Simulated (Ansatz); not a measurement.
**Al4Si (Al (110), 5 layers): a single-point run**

Wanted: a converged single-point run for Al4Si (Al (110), 5 layers), and a check of what comes out. The structure is shown as the input types it.

Program: Ansatz 0.2.0. Level of theory: DFT, LDA, all-electron LAPW, scalar-relativistic. These are calculated values, not measurements.

### Step 1. The starting structure

Symmetry: Pmmm, No. 47, orthorhombic system. The conventional cell has a = 2.817 Å, b = 3.983 Å, c = 21.633 Å, α = 90.00°, β = 90.00°, γ = 90.00°. Around Al (site symmetry mm2) lie 1 Si at 2.74 Å and 6 Al at 2.78 to 2.82 Å. Al (site symmetry mm2) has 7 Al at 2.78 to 2.82 Å and 4 Si at 2.82 Å as nearest neighbours. Si (site symmetry mmm) is surrounded by 10 Al at 2.74 to 2.82 Å and 2 Si at 2.82 Å.

Structure file:

```cif
data_structure
_symmetry_space_group_name_H-M 'P 1'
_symmetry_Int_Tables_number 1
_cell_length_a 2.8165
_cell_length_b 3.9832
_cell_length_c 21.6331
_cell_angle_alpha 90.000
_cell_angle_beta 90.000
_cell_angle_gamma 90.000
_cell_volume 242.70
loop_
_atom_site_label
_atom_site_type_symbol
_atom_site_fract_x
_atom_site_fract_y
_atom_site_fract_z
_atom_site_occupancy
Al1 Al 0.00000 0.00000 0.37340 1
Al2 Al 0.50000 0.50000 0.43490 1
Si1 Si 0.00000 0.00000 0.50000 1
Al3 Al 0.50000 0.50000 0.56510 1
Al4 Al 0.00000 0.00000 0.62660 1
```

### Step 2. Running it

input.yaml

```yaml
crystal:
  lattice:
    - [2.8165331402, 0.0, 0.0]
    - [0.0, 3.9831793658, 0.0]
    - [0.0, 0.0, 21.6331]
  atoms:
    - { symbol: Al, position: [0.0, 0.0, 0.3733999872] }
    - { symbol: Al, position: [0.5, 0.5, 0.4349024041] }
    - { symbol: Si, position: [0.0, 0.0, 0.5] }
    - { symbol: Al, position: [0.5, 0.5, 0.5650975959] }
    - { symbol: Al, position: [0.0, 0.0, 0.6266000129] }
kpoints:
  mp_grid: { grid: [14, 10, 1] }
scf:
  occupations: { method: fermi_dirac, width: 0.08 }
  max_iter: 100
hamiltonian:
  xc: lda
  pseudopotentials: { kind: all_electron, lapw: { basis_error: 0.001 } }
output:
  forces: true
  stress: true
  eigenvalues: true
efield:
  axis: 3
  amplitude: 0
  dipole_correction: true
magnetization:
  spin_polarized: true
  initial_magnetization: 7
```

The run is started by

```console
$ ansatz run input.yaml --threads 2 --pin off --max-ram 4096MiB --backend cpu --events-out ev --progress --plain --runs-dir out
```

What happens when this is run?

The program finished normally, with warnings (seeded moment not kept). Its log warns: «the starting moments were not kept: the SCF closed with an absolute magnetisation of 5.7e-6 μB, where they sum to 7 μB in size (5 sites) ...»

Look at the input: magnetization.spin_polarized is true; magnetization.initial_magnetization is 7. The risk: unrealistic starting moment. The run ends with a total moment of 0.00 μB. It still converged here, which does not make the setting sound.

The test: delete magnetization.spin_polarized and magnetization.initial_magnetization (the default then holds).
